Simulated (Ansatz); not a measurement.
**CH4FSi (SMILES [CH2][SiH2]F): UBHLYP/6-311+G(d,p)**

What is the electronic atomisation energy of CH4FSi at UBHLYP/6-311+G**? 

The calculation is run with Ansatz 0.2.0.

59 further runs of the same task are left out: 1 that didn't finish, 58 set aside as unsound or not needed.

## 1. The structure to begin with

CH4FSi: 7 atoms, total charge 0, spin state doublet. As SMILES, `[CH2][SiH2]F`. The shape is that of a PBE0-D4/def2-TZVP optimisation. This is one conformer, not always the lowest.

Bond lengths: C1–Si2 1.828 Å, Si2–F3 1.601 Å, C1–H4 1.085 Å, C1–H5 1.086 Å, Si2–H6 1.486 Å, Si2–H7 1.486 Å. Angles: C1–Si2–F3 109.0°, C1–Si2–H6 111.6°, C1–Si2–H7 111.7°, F3–Si2–H6 107.8°, F3–Si2–H7 107.6°, Si2–C1–H4 122.6°, Si2–C1–H5 122.3°, H6–Si2–H7 109.0°, H4–C1–H5 115.1°.

## 2. The energy at UBHLYP/6-311+G(d,p)

Input file molecule.yaml:

```yaml
crystal:
  periodic: [false, false, false]
  atoms:
    - symbol: C
      position_ang: [-0.871900, 0.281100, -0.615800]
    - symbol: Si
      position_ang: [0.588600, -0.157300, 0.392500]
    - symbol: F
      position_ang: [0.652600, -1.749500, 0.550500]
    - symbol: H
      position_ang: [-1.536000, -0.466000, -1.038500]
    - symbol: H
      position_ang: [-1.136000, 1.310700, -0.837900]
    - symbol: H
      position_ang: [0.509900, 0.430600, 1.755300]
    - symbol: H
      position_ang: [1.854000, 0.282500, -0.251700]
basis:
  gaussian:
    orbitals: 6-311+G_st__st_-spherical.json
magnetization:
  spin_polarized: true
  initial_magnetization: 1
hamiltonian:
  xc: {name: BHLYP}
accuracy: high
output:
  orbitals: {seedname: orbitals}
```

The basis set 6-311+G** is read from a file made from the Basis Set Exchange's data (not shown).

The run is started by

```bash
ansatz run molecule.yaml --threads 1 --pin off --max-ram 3480MiB --events-out events.jsonl --progress --plain --runs-dir runs
```

Standard output:

```text
Warning: RAYON_NUM_THREADS=1 ignored (pool sized by the plan → 1); use --threads N
Functional definition: BHLYP
  name "BHLYP"
  parameter a = 0.5
  exchange = (1 - a)*b88_x + a*exact_x
  correlation = lyp_c
1833 factors; integrals over basis functions are off by at most 4.3e-9 eV
mean field evaluation 1: about -11692.6270 eV, gradient 3.0e1 eV
mean field evaluation 2: about -11693.2132 eV, gradient 3.0e1 eV
mean field evaluation 4: about -11696.3263 eV, gradient 1.5e0 eV
mean field evaluation 8: about -11696.3761 eV, gradient 2.7e-2 eV
mean field evaluation 16: about -11696.3762 eV, gradient 3.0e-5 eV
mean field -11696.37616144 eV, -429.8338958445 hartree, gradient 7.1e-8 eV, S^2 0.754546; 0 other end points of the search recorded, 0 dependent functions left out
reference -11696.37619240 eV, -429.8338969821 hartree; 17, 16 occupied and 81, 82 virtual orbitals, 1833 factors
Total energy: -11696.37619240 eV, -429.8338969821 hartree
```

It took 9.6 s on 1 thread of Arm Neoverse V2, shared host; peak memory 0.39 GiB.

## 3. The C atom at the same level

Input file in.yaml:

```yaml
crystal:
  periodic: [false, false, false]
  atoms:
    - {symbol: C, position_ang: [0.000000, 0.000000, 0.000000]}
basis:
  gaussian: {orbitals: 6-311+G_st__st_.json}
total_charge: 0
magnetization: {spin_polarized: true, initial_magnetization: 2}
hamiltonian: {xc: {name: BHLYP}}
accuracy: high
```

The basis set 6-311+G** is read from a file made from the Basis Set Exchange's data (not shown).

Run the same way, it converges to -37.84538 Eh (log not shown).

## 4. The F atom at the same level

Input file input.yaml:

```yaml
basis:
  gaussian:
    orbitals: 6-311+G_st__st_.json
crystal:
  periodic: [false, false, false]
  atoms:
    - {symbol: F, position_ang: [0.000000, 0.000000, 0.000000]}
magnetization:
  spin_polarized: true
  initial_magnetization: 1
hamiltonian:
  xc: {name: BHLYP}
accuracy: high
```

The basis set 6-311+G** is read from a file made from the Basis Set Exchange's data (not shown).

Run the same way, it converges to -99.73430 Eh (log not shown).

## 5. The H atom

Input file input.yaml:

```yaml
crystal:
  periodic: [false, false, false]
  atoms:
    - {symbol: H, position_ang: [0.000000, 0.000000, 0.000000]}
basis:
  gaussian: {orbitals: 6-311+G_st__st_.json}
magnetization: {spin_polarized: true, initial_magnetization: 1}
hamiltonian: {xc: {name: BHLYP}}
accuracy: high
```

The basis set 6-311+G** is read from a file made from the Basis Set Exchange's data (not shown).

Run the same way, it converges to -0.49855 Eh (log not shown).

## 6. The Si atom

Input file run.yaml:

```yaml
basis:
  gaussian: {orbitals: 6-311+G_st__st_-spherical.json}
crystal:
  periodic: [false, false, false]
  atoms:
    - {symbol: Si, position_ang: [0.000000, 0.000000, 0.000000]}
hamiltonian: {xc: {name: BHLYP}}
accuracy: high
magnetization: {spin_polarized: true, initial_magnetization: 2}
```

The basis set 6-311+G** is read from a file made from the Basis Set Exchange's data (not shown).

Run the same way, it converges to -289.37814 Eh (log not shown).

## 7. Summary of results

Level: UBHLYP/6-311+G**.

```
                                    quantity          value
                      molecule: total energy  -429.83390 Eh
molecule: HOMO energy (highest over α and β)       -8.49 eV
 molecule: LUMO energy (lowest over α and β)       -1.56 eV
                              molecule: ⟨S²⟩          0.755
                        C atom: total energy   -37.84538 Eh
                                C atom: ⟨S²⟩          2.004
                        F atom: total energy   -99.73430 Eh
                                F atom: ⟨S²⟩          0.752
                        H atom: total energy    -0.49855 Eh
                                H atom: ⟨S²⟩          0.750
                       Si atom: total energy  -289.37814 Eh
                               Si atom: ⟨S²⟩          2.003
               electronic atomisation energy      23.998 eV
```

In words: Taking the molecule apart into free atoms costs 24.00 eV (553 kcal/mol), before zero-point energy and without spin-orbit coupling.
